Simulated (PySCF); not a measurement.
OGaFH2, in a box:

```xyz
5
Lattice="12.0000 0.0000 0.0000 0.0000 13.0000 0.0000 0.0000 0.0000 11.0000" Properties=species:S:1:pos:R:3 pbc="T T T"
O     4.7034    5.7537    5.2303
Ga    6.2175    6.6229    5.5298
F     6.2721    8.1203    4.6329
H     4.6232    4.9217    5.7014
H     7.4028    6.2199    6.4351
```

Base run:

```yaml
Program: PySCF 2.14.0
Functional: TPSS
Dispersion: D3
Potentials_or_basis: 6-31g* (all-electron)
k_mesh: 1 × 1 × 1
Occupations: fixed
Spin: no spin polarisation
```

Its results: gap between the frontier levels 6.08 eV.

**Question.** The run is repeated on the same cell with these changes: functional from TPSS to HSE03. What comes out?

**Answer.** Gap between the frontier levels 7.56 eV.

HSE03 gives the wider gap, since exact exchange removes part of the self-interaction.

Caveats: this is a molecule in a periodic box at the Γ point, so its band gap is the HOMO-LUMO gap; relativity is left out, which matters for the heavier elements; the basis of atomic orbitals isn't converged, which shifts pressures, moduli and gaps; this program's HSE differs a little from the usual definition (some runs).

A k mesh can miss the band edges.

Not every run made on this cell is shown here.
